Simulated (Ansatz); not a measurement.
CaIrN2:

```xyz
4
Lattice="1.6489 0.9520 5.0094 -1.6489 0.9520 5.0094 0.0000 -1.9039 5.0094" Properties=species:S:1:pos:R:3 pbc="T T T"
Ir    0.0000    0.0000    7.5141
Ca    0.0000    0.0000    0.0000
N     0.0000    0.0000    3.4697
N     0.0000    0.0000   11.5585
```

The cell comes from a database or a generator and needn't be the stable form of this composition.

- Program: Ansatz 0.2.0
- Task: relaxation of cell and atoms
- Functional: r2SCAN
- Potentials or basis: Ansatz PAW
- Cutoff: 500 eV (not typed: the program's choice for these potentials)
- k mesh: 9 × 9 × 9
- Occupations: fermi-dirac, width 0.05 eV
- Spin: no spin polarisation
- Hubbard terms: Ir d U = 1 eV

At the start: volume 11.79 Å³/atom.

Question: How do energy, volume and symmetry change on relaxing?

Answer: It ends after 5 steps and the volume is 11.51 Å³/atom (-2.4 %); space group R-3m (No. 166, to 0.05 Å).

The path:
| step | energy change (eV) | largest force (eV/Å) | volume (Å³) |
| --- | --- | --- | --- |
| 1 | 0.0000 | 0.0299 | 47.18 |
| 2 | -0.0180 | 0.0937 | 45.67 |
| 3 | -0.0206 | 0.0096 | 46.06 |
| 4 | -0.0207 | 0.0019 | 46.04 |
| 5 | -0.0201 | 0.0020 | 46.04 |

Final structure:
```xyz
4
Lattice="1.6321 0.9423 4.9900 -1.6321 0.9423 4.9900 0.0000 -1.8846 4.9900" Properties=species:S:1:pos:R:3 pbc="T T T"
Ir    0.0000    0.0000    7.4850
Ca    0.0000    0.0000    0.0000
N     0.0000    0.0000    3.4677
N     0.0000    0.0000   11.5022
```

Caveat: the plane-wave basis is chosen anew once the cell has moved, so the energies of steps on either side of that aren't comparable; U without spin polarisation on a metal has little footing; the PAW data sets come from PBE, with cores solved anew for the run's functional, which leaves a small shift of forces and pressure.
